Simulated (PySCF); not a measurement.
**A diatomic session: CsCa+**

The task here is to estimate one member of a computed series from the others.

Program: PySCF 2.14.0. Level of theory: Cs def2-SVP with ECP46, Ca def2-SVP, scalar-relativistic core potentials. These are calculated values, not measurements.

Set-up of the first run:

The job is set up so:

- atoms: Cs, Ca
- charge: 1
- basis: Cs def2-SVP with ECP46, Ca def2-SVP
- Hamiltonian: scalar-relativistic core potentials
- basis functions: 48
- electrons treated: 28
- masses in u: 132.9054, 39.9626
- levels: PBE0, PBE, r²SCAN, B3LYP, BP86, r²SCAN0, CAM-B3LYP, HF, MP2, SCS-MP2, CCSD, CCSD(T)
- grid: 80 radial by 434 angular points
- occupations: held fixed by the projection of orbital angular momentum
- dissociation limit: Cs+ + Ca, each in its ground configuration
- starting distance in angstrom: 3.895
- values of 2S to try: 0, 2

Started as:

```sh
$ OMP_NUM_THREADS=1 python dia.py task.json out
```

Among the steps run: The job; PBE0 along the bond; Higher solutions at PBE0; PBE (GGA); r²SCAN; B3LYP (global hybrid GGA); BP86 (GGA); r²SCAN0; CAM-B3LYP (range-separated hybrid); RHF; Correlated methods on the Hartree–Fock reference.

One of the session's tables, all rows but one given; the rest of the session is left out.

Energy (eV) from each level's lowest point:

| R (Å) | RHF | RHF-MP2 | RHF-SCS-MP2 | RHF-CCSD | RHF-CCSD(T) |
| --- | --- | --- | --- | --- | --- |
| 3.957 | 0.262 | 0.150 | 0.164 | n/a | n/a |
| 4.141 | 0.150 | 0.069 | 0.079 | 0.075 | 0.072 |
| 4.325 | 0.076 | 0.024 | 0.029 | 0.027 | 0.025 |
| 4.463 | 0.041 | 0.006 | 0.009 | 0.008 | 0.007 |
| 4.601 | 0.018 | 0.000 | 0.000 | 0.000 | 0.000 |
| 4.739 | 0.005 | 0.002 | 0.000 | 0.001 | 0.002 |
| 4.923 | 0.000 | 0.013 | 0.009 | 0.012 | 0.013 |
| 5.153 | ? | ? | ? | ? | ? |
| 5.429 | 0.025 | 0.069 | 0.060 | 0.070 | 0.074 |
| 5.797 | 0.059 | 0.116 | 0.105 | n/a | n/a |

Estimate the missing values for R (Å) = 5.153.

Worked estimate for «RHF». A straight line through the neighbours (4.923, 0.000) and (5.429, 0.025) gives 0.000 + (0.025 − 0.000) × (5.153 − 4.923) / (5.429 − 4.923) = 0.011; a parabola fitted to 4 rows on both sides gives 0.008.

As computed: RHF: 0.006; RHF-MP2: 0.035; RHF-SCS-MP2: 0.029; RHF-CCSD: 0.035; RHF-CCSD(T): 0.038. In «RHF» the line misses by +0.005 and the parabola by +0.002.
